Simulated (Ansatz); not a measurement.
The system is RuBr4.

```
Ru Br
1.0
     5.47799    0.00000    0.00000
     0.00000    5.47799    0.00000
     0.00000    0.00000    5.47799
Ru Br
1 4
Direct
  0.00000 0.00000 0.00000
  0.25000 0.25000 0.25000
  0.25000 0.75000 0.75000
  0.75000 0.75000 0.25000
  0.75000 0.25000 0.75000
```

The cell was built by a generator and needn't be a form met in nature.

The cell isn't the ideal one: as made, not relaxed: species swapped into the SnI4 type (P-43m, No. 215).

| Item | Value |
| --- | --- |
| Program | Ansatz 0.2.0 |
| Task | relaxation of cell and atoms |
| Functional | r2SCAN |
| Dispersion | rVV10 |
| Potentials or basis | Ansatz PAW |
| Cutoff | 500 eV |
| Density cutoff | 2500 eV |
| k mesh | 4 × 4 × 4 |
| Occupations | fermi-dirac, width 0.01 eV |
| Spin | no spin polarisation |

At the start: volume 32.88 Å³/atom.

Where does the relaxation end?

Over 5 steps the energy falls by 19.4 meV/atom and the volume is 33.09 Å³/atom (+0.7 %); space group P-43m (No. 215, to 0.05 Å).

The path:
```
step  energy change (eV)  largest force (eV/Å)  volume (Å³)
   1              0.0000                0.8244       164.39
   2             -0.0757                0.4347       165.67
   3             -0.0962                0.0569       165.04
   4             -0.0966                0.0035       165.46
   5             -0.0968                0.0035       165.46
```

Final structure:
```cif
data_structure
_symmetry_space_group_name_H-M 'P 1'
_symmetry_Int_Tables_number 1
_cell_length_a 5.4900
_cell_length_b 5.4900
_cell_length_c 5.4900
_cell_angle_alpha 90.000
_cell_angle_beta 90.000
_cell_angle_gamma 90.000
_cell_volume 165.46
loop_
_atom_site_label
_atom_site_type_symbol
_atom_site_fract_x
_atom_site_fract_y
_atom_site_fract_z
_atom_site_occupancy
Ru1 Ru 0.00000 0.00000 0.00000 1
Br1 Br 0.24359 0.24359 0.24359 1
Br2 Br 0.24359 0.75641 0.75641 1
Br3 Br 0.75641 0.75641 0.24359 1
Br4 Br 0.75641 0.24359 0.75641 1
```

Caveat: the PAW data sets were made with another functional, which shifts forces and pressure a little.
